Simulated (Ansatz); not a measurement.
# The pair Cl···CH₃F, charge −1: a pair, distance and angle

Aim: map the energy of the pair Cl···CH₃F, charge −1 over two coordinates, and find its wells, ridges and stiffness.

Method: RHF/def2-TZVPD; program: Ansatz 0.2.0.

### Step 1. Starting geometry

6 atoms, charge -1, spin multiplicity 1.

Atoms are counted from 1 here; the program's logs count them from 0.

Bond lengths: C2–F3 1.432 Å, C2–H4 1.104 Å, C2–H5 1.104 Å, C2–H6 1.103 Å. Angles: F3–C2–H4 109.0°, F3–C2–H5 108.9°, F3–C2–H6 109.1°, H4–C2–H5 110.0°, H4–C2–H6 109.9°, H5–C2–H6 109.9°.

As a file:

```xyz
6
CH3ClF
Cl    0.2189    0.1378   -2.7193
C    -0.0380   -0.0229    0.4737
F    -0.1554   -0.1204    1.8977
H     1.0059    0.2249    0.2155
H    -0.7147    0.7704    0.1118
H    -0.3167   -0.9897    0.0207
```

This geometry comes from a loose relaxation at PBE in a small basis, which is not shown.

### Step 2. Geometry optimisation

input.yaml reads:

```yaml
crystal:
  periodic: [false, false, false]
  atoms:
    - { symbol: Cl, position_ang: [0.218912, 0.137805, -2.719314] }
    - { symbol: C, position_ang: [-0.037996, -0.022929, 0.473692] }
    - { symbol: F, position_ang: [-0.155368, -0.120388, 1.897697] }
    - { symbol: H, position_ang: [1.005888, 0.224877, 0.215525] }
    - { symbol: H, position_ang: [-0.714651, 0.770387, 0.111823] }
    - { symbol: H, position_ang: [-0.316685, -0.989652, 0.020676] }
total_charge: -1
basis:
  gaussian: { orbitals: def2-TZVPD }
hamiltonian:
  xc: hf
output:
  forces: true
relax:
  f_tol: 0.003
  max_steps: 120
```

Run with:

```
$ ansatz run input.yaml --threads 1 --pin off --max-ram 2560MiB --backend cpu --events-out ev --progress --plain --runs-dir out
```

The log of the run (excerpt; [...] marks lines left out):

```text
Warning: RAYON_NUM_THREADS=1 ignored (pool sized by the plan → 1); use --threads N
[...]
Functional definition: HF
[...]
977 factors; their error is unknown
[...]
mean field -16290.79420840 eV, -598.6756448617 hartree, gradient 1.5e-5 eV, S^2 0.000000; 0 other end points of the search recorded, 0 dependent functions left out
[...]
reference -16290.79420840 eV, -598.6756448617 hartree; 18, 18 occupied and 132, 132 virtual orbitals, 977 factors
relax step   1: F+E_penalty+E_count = -16290.79420840 eV  Δ(F+E_penalty+E_count) = +0.000e0 eV  max|allowed force component| = 1.415e0 eV/Å  Δτ_max = 0.0000 Å  (31 SCF iters, accepted)
[...]
relax step   5: F+E_penalty+E_count = -16290.88519672 eV  Δ(F+E_penalty+E_count) = -2.208e-4 eV  max|allowed force component| = 1.788e-3 eV/Å  Δτ_max = 0.0195 Å  (29 SCF iters, accepted)
[...]
relax step   6: F+E_penalty+E_count = -16290.88520264 eV  Δ(F+E_penalty+E_count) = -5.921e-6 eV  max|allowed force component| = 2.522e-3 eV/Å  Δτ_max = 0.0033 Å  (29 SCF iters, accepted)
977 factors; their error is unknown
[...]
mean field -16290.88520264 eV, -598.6789888384 hartree, gradient 1.4e-5 eV, S^2 0.000000; 1 other end points of the search recorded, 0 dependent functions left out
[...]
reference -16290.88520264 eV, -598.6789888384 hartree; 18, 18 occupied and 132, 132 virtual orbitals, 977 factors
Total energy: -16290.88520264 eV, -598.6789888384 hartree
Atom 0 at     0.235826     0.159354    -2.913783 Å, force     0.000044     0.000355    -0.000081 eV/Å
Atom 1 at    -0.041674    -0.027913     0.515519 Å, force     0.000268     0.000764    -0.002522 eV/Å
Atom 2 at    -0.153975    -0.109453     1.895010 Å, force    -0.000010     0.000016     0.000161 eV/Å
Atom 3 at     0.977703     0.211265     0.261466 Å, force    -0.000613    -0.000166     0.000610 eV/Å
Atom 4 at    -0.702117     0.743892     0.156287 Å, force     0.000505    -0.000630     0.000488 eV/Å
Atom 5 at    -0.315663    -0.977044     0.085601 Å, force    -0.000194    -0.000339     0.001344 eV/Å
Dipole moment:    -0.119311    -0.080183     1.474910 e Å
```

It took 19 s on 1 thread of Arm Neoverse V1, shared host; peak memory 0.24 GiB.

Relaxation path:

| step | energy from step 1 (eV) | largest force component (eV/Å) |
| --- | --- | --- |
| 1 | 0.0000 | 1.4146 |
| 2 | -0.0746 | 0.5741 |
| 3 | -0.0884 | 0.2235 |
| 4 | -0.0908 | 0.0541 |
| 5 | -0.0910 | 0.0018 |
| 6 | -0.0910 | 0.0025 |

Bonds that changed most:

| bond | before (Å) | after (Å) | change (Å) |
| --- | --- | --- | --- |
| C2–F3 | 1.432 | 1.386 | -0.046 |
| C2–H5 | 1.104 | 1.077 | -0.026 |
| C2–H4 | 1.104 | 1.077 | -0.026 |
| C2–H6 | 1.103 | 1.077 | -0.026 |

### Step 3. Reference: CH3F by itself

input.yaml reads:

```yaml
crystal:
  periodic: [false, false, false]
  atoms:
    - { symbol: C, position_ang: [-0.041674, -0.027913, 0.515519] }
    - { symbol: F, position_ang: [-0.153975, -0.109453, 1.89501] }
    - { symbol: H, position_ang: [0.977703, 0.211265, 0.261466] }
    - { symbol: H, position_ang: [-0.702117, 0.743892, 0.156287] }
    - { symbol: H, position_ang: [-0.315663, -0.977044, 0.085601] }
basis:
  gaussian: { orbitals: def2-TZVPD }
hamiltonian:
  xc: hf
output:
  forces: true
```

Run with:

```
$ ansatz run input.yaml --threads 1 --pin off --max-ram 2560MiB --backend cpu --events-out ev --progress --plain --runs-dir out
```

The log of the run (excerpt; [...] marks lines left out):

```text
Warning: RAYON_NUM_THREADS=1 ignored (pool sized by the plan → 1); use --threads N
[...]
[... 1 set-up line as earlier in the session ...]
[...]
633 factors; their error is unknown
[...]
mean field -3785.15979567 eV, -139.1020568176 hartree, gradient 9.8e-6 eV, S^2 0.000000; 0 other end points of the search recorded, 0 dependent functions left out
[...]
reference -3785.15979567 eV, -139.1020568176 hartree; 9, 9 occupied and 95, 95 virtual orbitals, 633 factors
Total energy: -3785.15979567 eV, -139.1020568176 hartree
Atom 0 at    -0.041674    -0.027913     0.515519 Å, force    -0.066616    -0.044736     0.823171 eV/Å
Atom 1 at    -0.153975    -0.109453     1.895010 Å, force     0.078745     0.055600    -0.969580 eV/Å
Atom 2 at     0.977703     0.211265     0.261466 Å, force     0.133499     0.028189     0.061547 eV/Å
Atom 3 at    -0.702117     0.743892     0.156287 Å, force    -0.098588     0.101242     0.046631 eV/Å
Atom 4 at    -0.315663    -0.977044     0.085601 Å, force    -0.047040    -0.140295     0.038231 eV/Å
Dipole moment:     0.034986     0.025379    -0.429799 e Å
```

It took 1.3 s on 1 thread of Arm Neoverse V1, shared host; peak memory 0.12 GiB.

### Step 4. Reference: Cl− by itself

input.yaml reads:

```yaml
crystal:
  periodic: [false, false, false]
  atoms:
    - { symbol: Cl, position_ang: [0.235826, 0.159354, -2.913783] }
total_charge: -1
basis:
  gaussian: { orbitals: def2-TZVPD }
hamiltonian:
  xc: hf
```

Run with:

```
$ ansatz run input.yaml --threads 1 --pin off --max-ram 2560MiB --backend cpu --events-out ev --progress --plain --runs-dir out
```

The log of the run:

```text
Warning: RAYON_NUM_THREADS=1 ignored (pool sized by the plan → 1); use --threads N
Engine: ansatz 0.2.0, aarch64-unknown-linux-gnu
[... 1 set-up line as earlier in the session ...]
  exchange = exact_x
  correlation = 0
344 factors; their error is unknown
mean field evaluation 1: about -12504.9744 eV, gradient 1.3e1 eV
mean field evaluation 2: about -12505.2129 eV, gradient 6.0e0 eV
mean field evaluation 4: about -12505.2635 eV, gradient 2.6e-1 eV
mean field evaluation 8: about -12505.3928 eV, gradient 7.0e-5 eV
mean field -12505.39279664 eV, -459.5647088168 hartree, gradient 7.0e-5 eV, S^2 0.000000; 0 other end points of the search recorded, 0 dependent functions left out
reference -12505.39279664 eV, -459.5647088168 hartree; 9, 9 occupied and 37, 37 virtual orbitals, 344 factors
Total energy: -12505.39279664 eV, -459.5647088168 hartree
```

Run time: 0.21 s. Hardware: 1 thread of Arm Neoverse V1, shared host; peak memory 0.063 GiB.

### Step 5. The grid

- distance C2···Cl1: 15 values from 2.894 to 4.894 Å
- turn of Cl1 about C2: 15 values from −90.0 to 90.0 °

Nothing else is relaxed (both partners rigid). Energies count from the ion and the molecule far apart, frozen as in the relaxed pair, each in its own basis (no counterpoise correction). Points are written as (first, second).

Below, 3 of the grid's runs; all are launched alike.

### Step 6. The run at (2.894 Å, −90.0°)

input.yaml reads:

```yaml
crystal:
  periodic: [false, false, false]
  atoms:
    - { symbol: Cl, position_ang: [-2.684264, 1.142331, 0.365584] }
    - { symbol: C, position_ang: [-0.041674, -0.027913, 0.515519] }
    - { symbol: F, position_ang: [-0.153975, -0.109453, 1.89501] }
    - { symbol: H, position_ang: [0.977703, 0.211265, 0.261466] }
    - { symbol: H, position_ang: [-0.702117, 0.743892, 0.156287] }
    - { symbol: H, position_ang: [-0.315663, -0.977044, 0.085601] }
total_charge: -1
basis:
  gaussian: { orbitals: def2-TZVPD }
hamiltonian:
  xc: hf
output:
  forces: true
```

Run with:

```
$ ansatz run input.yaml --threads 1 --pin off --max-ram 2560MiB --backend cpu --events-out ev --progress --plain --runs-dir out
```

The log of the run (excerpt; [...] marks lines left out):

```text
Warning: RAYON_NUM_THREADS=1 ignored (pool sized by the plan → 1); use --threads N
[...]
[... 1 set-up line as earlier in the session ...]
[...]
977 factors; their error is unknown
[...]
mean field -16290.19357482 eV, -598.6535719850 hartree, gradient 1.1e-5 eV, S^2 0.000000; 0 other end points of the search recorded, 0 dependent functions left out
[...]
reference -16290.19357482 eV, -598.6535719850 hartree; 18, 18 occupied and 132, 132 virtual orbitals, 977 factors
Total energy: -16290.19357482 eV, -598.6535719850 hartree
Atom 0 at    -2.684264     1.142331     0.365584 Å, force    -1.682785     0.616420    -0.121330 eV/Å
Atom 1 at    -0.041674    -0.027913     0.515519 Å, force     0.428288     0.245953     0.317890 eV/Å
Atom 2 at    -0.153975    -0.109453     1.895010 Å, force     0.348519    -0.101615    -0.574747 eV/Å
Atom 3 at     0.977703     0.211265     0.261466 Å, force     0.557911    -0.151224     0.193303 eV/Å
Atom 4 at    -0.702117     0.743892     0.156287 Å, force     0.438748    -0.427299     0.152261 eV/Å
Atom 5 at    -0.315663    -0.977044     0.085601 Å, force    -0.090681    -0.182236     0.032623 eV/Å
Dipole moment:     1.129814    -0.490258    -0.020528 e Å
```

It took 3 s on 1 thread of Arm Neoverse V1, shared host; peak memory 0.24 GiB.

Energy on the map's scale: 34.6 kJ/mol.

### Step 7. The run at (2.894 Å, 25.7°)

Edit input.yaml of step 6 so:

```diff
@@ -3,3 +3,3 @@
   atoms:
-    - { symbol: Cl, position_ang: [-2.684264, 1.142331, 0.365584] }
+    - { symbol: Cl, position_ang: [1.314726, -0.393868, -2.014598] }
     - { symbol: C, position_ang: [-0.041674, -0.027913, 0.515519] }
```

Run with:

```
$ ansatz run input.yaml --threads 1 --pin off --max-ram 2560MiB --backend cpu --events-out ev --progress --plain --runs-dir out
```

The log of the run (excerpt; [...] marks lines left out):

```text
Warning: RAYON_NUM_THREADS=1 ignored (pool sized by the plan → 1); use --threads N
[...]
[... 1 set-up line as earlier in the session ...]
[...]
977 factors; their error is unknown
[...]
mean field -16290.62268883 eV, -598.6693416339 hartree, gradient 1.2e-5 eV, S^2 0.000000; 0 other end points of the search recorded, 0 dependent functions left out
[...]
reference -16290.62268883 eV, -598.6693416339 hartree; 18, 18 occupied and 132, 132 virtual orbitals, 977 factors
Total energy: -16290.62268883 eV, -598.6693416339 hartree
Atom 0 at     1.314726    -0.393868    -2.014598 Å, force     0.355165    -0.100980    -0.999343 eV/Å
Atom 1 at    -0.041674    -0.027913     0.515519 Å, force     0.296297    -0.006265     0.263789 eV/Å
Atom 2 at    -0.153975    -0.109453     1.895010 Å, force    -0.294261     0.057380     0.350540 eV/Å
Atom 3 at     0.977703     0.211265     0.261466 Å, force    -0.320210    -0.118533     0.229708 eV/Å
Atom 4 at    -0.702117     0.743892     0.156287 Å, force    -0.122957     0.125958     0.032889 eV/Å
Atom 5 at    -0.315663    -0.977044     0.085601 Å, force     0.085965     0.042440     0.122417 eV/Å
Dipole moment:    -0.577897     0.162376     1.008616 e Å
```

Run time: 2.2 s. Hardware: 1 thread of Arm Neoverse V1, shared host; peak memory 0.23 GiB.

Energy on the map's scale: −6.8 kJ/mol.

### Step 8. Grid point (3.505 Å, 0.0°)

Edit input.yaml of step 7 so:

```diff
@@ -3,3 +3,3 @@
   atoms:
-    - { symbol: Cl, position_ang: [1.314726, -0.393868, -2.014598] }
+    - { symbol: Cl, position_ang: [0.24061, 0.162582, -2.972898] }
     - { symbol: C, position_ang: [-0.041674, -0.027913, 0.515519] }
```

Run with:

```
$ ansatz run input.yaml --threads 1 --pin off --max-ram 2560MiB --backend cpu --events-out ev --progress --plain --runs-dir out
```

The log of the run (excerpt; [...] marks lines left out):

```text
Warning: RAYON_NUM_THREADS=1 ignored (pool sized by the plan → 1); use --threads N
[...]
[... 1 set-up line as earlier in the session ...]
[...]
977 factors; their error is unknown
[...]
mean field -16290.88443979 eV, -598.6789608042 hartree, gradient 1.2e-5 eV, S^2 0.000000; 0 other end points of the search recorded, 0 dependent functions left out
[...]
reference -16290.88443979 eV, -598.6789608042 hartree; 18, 18 occupied and 132, 132 virtual orbitals, 977 factors
Total energy: -16290.88443979 eV, -598.6789608042 hartree
Atom 0 at     0.240610     0.162582    -2.972898 Å, force    -0.001974    -0.001060     0.024783 eV/Å
Atom 1 at    -0.041674    -0.027913     0.515519 Å, force    -0.000708     0.000182     0.009274 eV/Å
Atom 2 at    -0.153975    -0.109453     1.895010 Å, force     0.002460     0.001724    -0.030308 eV/Å
Atom 3 at     0.977703     0.211265     0.261466 Å, force     0.005099     0.001201    -0.000917 eV/Å
Atom 4 at    -0.702117     0.743892     0.156287 Å, force    -0.003136     0.003667    -0.001600 eV/Å
Atom 5 at    -0.315663    -0.977044     0.085601 Å, force    -0.001741    -0.005714    -0.001232 eV/Å
Dipole moment:    -0.122047    -0.082026     1.508717 e Å
```

Wall time 2.1 s (1 thread of Arm Neoverse V1, shared host); peak memory 0.23 GiB.

Energy on the map's scale: −32.0 kJ/mol.

### Step 9. The map

225 points were computed. Energies in kJ/mol, from the ion and the molecule far apart, frozen as in the relaxed pair, each in its own basis (no counterpoise correction):

```tsv
turn of Cl1 about C2 (°) ↓, distance C2···Cl1 (Å) →	2.894	2.944	3.025	3.126	3.241	3.367	3.505	3.652	3.808	3.972	4.143	4.321	4.506	4.697	4.894
90.0	27.4	20.9	12.4	4.5	−1.6	−5.9	−8.6	−10.0	−10.5	−10.3	−9.7	−9.0	−8.2	−7.3	−6.5
77.1	25.4	18.0	8.4	−0.4	−7.3	−12.0	−14.9	−16.3	−16.7	−16.3	−15.5	−14.5	−13.3	−12.1	−11.0
64.3	22.2	14.5	4.5	−4.7	−11.8	−16.7	−19.7	−21.0	−21.3	−20.8	−19.8	−18.5	−17.1	−15.8	−14.4
51.4	14.9	7.7	−1.6	−10.1	−16.6	−21.0	−23.6	−24.6	−24.6	−23.9	−22.7	−21.3	−19.8	−18.3	−16.9
38.6	4.2	−1.8	−9.5	−16.5	−21.7	−25.1	−26.9	−27.5	−27.1	−26.1	−24.7	−23.2	−21.6	−20.0	−18.5
25.7	−6.8	−11.4	−17.4	−22.6	−26.4	−28.6	−29.6	−29.6	−28.8	−27.5	−26.0	−24.3	−22.7	−21.0	−19.5
12.9	−14.8	−18.5	−23.1	−27.0	−29.7	−31.1	−31.4	−30.9	−29.8	−28.3	−26.7	−25.0	−23.2	−21.6	−20.0
0.0	−17.8	−21.1	−25.2	−28.6	−30.9	−31.9	−32.0	−31.3	−30.1	−28.6	−26.9	−25.1	−23.4	−21.7	−20.2
−12.9	−14.8	−18.5	−23.1	−27.0	−29.7	−31.1	−31.4	−30.9	−29.8	−28.4	−26.7	−25.0	−23.3	−21.6	−20.0
−25.7	−5.9	−10.8	−16.9	−22.4	−26.3	−28.7	−29.7	−29.7	−28.9	−27.7	−26.1	−24.5	−22.8	−21.1	−19.6
−38.6	7.0	0.4	−8.0	−15.7	−21.4	−25.2	−27.2	−27.9	−27.6	−26.6	−25.2	−23.6	−22.0	−20.3	−18.8
−51.4	20.5	12.2	1.4	−8.4	−15.9	−21.1	−24.1	−25.4	−25.5	−24.8	−23.6	−22.1	−20.5	−18.9	−17.4
−64.3	30.4	21.1	8.9	−2.2	−10.9	−16.8	−20.4	−22.2	−22.6	−22.1	−21.0	−19.6	−18.1	−16.6	−15.2
−77.1	34.2	25.1	13.1	2.2	−6.3	−12.1	−15.8	−17.6	−18.1	−17.8	−16.9	−15.7	−14.4	−13.1	−11.9
−90.0	34.6	26.7	16.2	6.6	−0.9	−6.1	−9.4	−11.2	−11.8	−11.6	−11.0	−10.2	−9.2	−8.2	−7.3
```

The largest force on an atom (eV/Å) at each point:

```
turn of Cl1 about C2 (°) ↓, distance C2···Cl1 (Å) →  2.894  2.944  3.025  3.126  3.241  3.367  3.505  3.652  3.808  3.972  4.143  4.321  4.506  4.697  4.894
                                               90.0   1.47   1.25   0.96   0.78   0.79   0.81   0.82   0.84   0.85   0.86   0.87   0.88   0.89   0.90   0.91
                                               77.1   1.66   1.41   1.07   0.76   0.54   0.57   0.60   0.63   0.66   0.68   0.71   0.73   0.75   0.77   0.79
                                               64.3   1.73   1.47   1.12   0.79   0.52   0.44   0.45   0.47   0.50   0.54   0.57   0.60   0.63   0.66   0.68
                                               51.4   1.62   1.37   1.04   0.73   0.47   0.41   0.41   0.41   0.41   0.43   0.46   0.50   0.54   0.57   0.60
                                               38.6   1.36   1.15   0.87   0.60   0.38   0.37   0.36   0.35   0.34   0.35   0.39   0.43   0.47   0.50   0.54
                                               25.7   1.07   0.89   0.66   0.44   0.30   0.29   0.27   0.26   0.26   0.28   0.33   0.37   0.42   0.46   0.49
                                               12.9   0.84   0.69   0.50   0.32   0.18   0.16   0.15   0.15   0.18   0.24   0.29   0.34   0.39   0.43   0.47
                                                0.0   0.75   0.61   0.44   0.27   0.14   0.04   0.03   0.10   0.16   0.22   0.28   0.33   0.38   0.42   0.46
                                              −12.9   0.84   0.70   0.50   0.32   0.19   0.18   0.16   0.16   0.18   0.24   0.29   0.34   0.39   0.43   0.47
                                              −25.7   1.10   0.93   0.69   0.46   0.36   0.33   0.31   0.30   0.29   0.29   0.33   0.37   0.42   0.46   0.49
                                              −38.6   1.49   1.26   0.95   0.65   0.46   0.44   0.42   0.40   0.39   0.38   0.38   0.42   0.46   0.50   0.53
                                              −51.4   1.88   1.59   1.21   0.84   0.55   0.48   0.47   0.47   0.46   0.46   0.46   0.50   0.53   0.56   0.59
                                              −64.3   2.10   1.79   1.36   0.96   0.62   0.49   0.50   0.51   0.52   0.53   0.56   0.59   0.62   0.65   0.68
                                              −77.1   2.05   1.74   1.33   0.94   0.62   0.54   0.57   0.61   0.64   0.67   0.69   0.72   0.74   0.76   0.78
                                              −90.0   1.80   1.53   1.17   0.83   0.76   0.78   0.80   0.81   0.83   0.85   0.86   0.87   0.88   0.89   0.90
```

### Step 10. What came out

```
                       quantity                                                                           value
                   lowest point                                                   (3.505 Å, 0.0°), −32.0 kJ/mol
         highest computed point                                 (2.894 Å, −90.0°), 66.7 kJ/mol above the lowest
largest force on an atom (eV/Å)  0.03 at (3.505 Å, 0.0°) to 2.10 at (2.894 Å, −64.3°); 0.03 at the lowest point
        time for the whole task                                                 11 min on 1 thread, shared host
```

In words: The lowest computed point is at (3.505 Å, 0.0°), −32.0 kJ/mol from the ion and the molecule far apart, frozen as in the relaxed pair, each in its own basis (no counterpoise correction). The grid is coarse, so the true minimum lies between grid points and may sit elsewhere than the lowest one. No other kind of well shows on this grid. The highest computed point, (2.894 Å, −90.0°), lies 66.7 kJ/mol above the lowest. Round the minimum the two coordinates are nearly uncoupled. Without a counterpoise correction the wells come out somewhat too deep.
